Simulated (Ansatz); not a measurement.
# CuSn3: the cost of one run

Program: Ansatz 0.2.0. Level of theory: DFT PBE, scalar-relativistic, plane waves, PAW. These are calculated values, not measurements.

## 1. The starting structure

It takes space group I4/mmm (No. 139, tetragonal). The conventional cell has a = 4.627 Å, b = 4.627 Å, c = 8.935 Å, α = 90.00°, β = 90.00°, γ = 90.00°. Cu (site symmetry 4/mmm) is surrounded by 12 Sn at 3.22 to 3.27 Å. Sn (site symmetry -4m2) has 8 Sn at 3.22 to 3.27 Å and 4 Cu at 3.22 Å as nearest neighbours. Around Sn (site symmetry 4/mmm) lie 8 Sn at 3.22 Å and 4 Cu at 3.27 Å.

Structure file:

```
CELL_PARAMETERS angstrom
-2.31349 2.31349 4.46734
2.31349 -2.31349 4.46734
2.31349 2.31349 -4.46734
ATOMIC_POSITIONS crystal
Cu 0.00000 0.00000 0.00000
Sn 0.75000 0.25000 0.50000
Sn 0.25000 0.75000 0.50000
Sn 0.50000 0.50000 0.00000
```

The cell was relaxed beforehand at this level, from a generated guess; it needn't be the stable form of this composition. At a tolerance of 0.05 Å it has space group I4/mmm (No. 139); it has 23.91 Å³/atom, an uncorrected energy of +0.23 eV/atom over the elements.

## 2. Static run: bands, density of states and charges

Contents of input.yaml:

```yaml
crystal:
  lattice:
    - [-2.3134917624, 2.3134917624, 4.4673385426]
    - [2.3134917624, -2.3134917624, 4.4673385426]
    - [2.3134917624, 2.3134917624, -4.4673385426]
  atoms:
    - { symbol: Cu, position: [0.0, 0.0, 0.0] }
    - { symbol: Sn, position: [0.75, 0.25, 0.5] }
    - { symbol: Sn, position: [0.25, 0.75, 0.5] }
    - { symbol: Sn, position: [0.5, 0.5, 0.0] }
basis:
  ecutwfc: 420
kpoints:
  mp_grid: { grid: [14, 14, 14] }
  band_path:
    path:
      - [[0.0, 0.0, 0.0], [0.0, 0.0, 0.5], [0.25, 0.25, 0.25], [0.0, 0.5, 0.0], [0.0, 0.0, 0.0], [0.5, 0.5, -0.5], [0.31704682, 0.68295318, -0.31704682]]
      - [[-0.31704682, 0.31704682, 0.31704682], [0.0, 0.0, 0.0]]
      - [[0.0, 0.0, 0.5], [-0.13409364, 0.13409364, 0.5]]
      - [[0.5, 0.5, -0.13409364], [0.5, 0.5, -0.5]]
    npoints: 14
hamiltonian:
  xc: pbe
scf:
  occupations: { method: gaussian, width: 0.1 }
  n_extra_bands: 10
output:
  forces: true
  stress: true
  eigenvalues: true
  populations: true
  dos: { projected: true, de: 0.02, nscf_kmesh: { grid: [17, 17, 17] } }
  bader: true
  write_density: true
  write_potential: true
  elf: true
  volumetric_format: npy
```

Launch:

```console
$ ansatz run input.yaml --threads 1 --pin off --max-ram 2560MiB --backend cpu --events-out ev --progress --plain --runs-dir out
```

Q: Estimate wall time and peak memory on 1 thread of Arm Neoverse V2, shared host.

About 2.2 min, with a peak of 1.2 GiB.
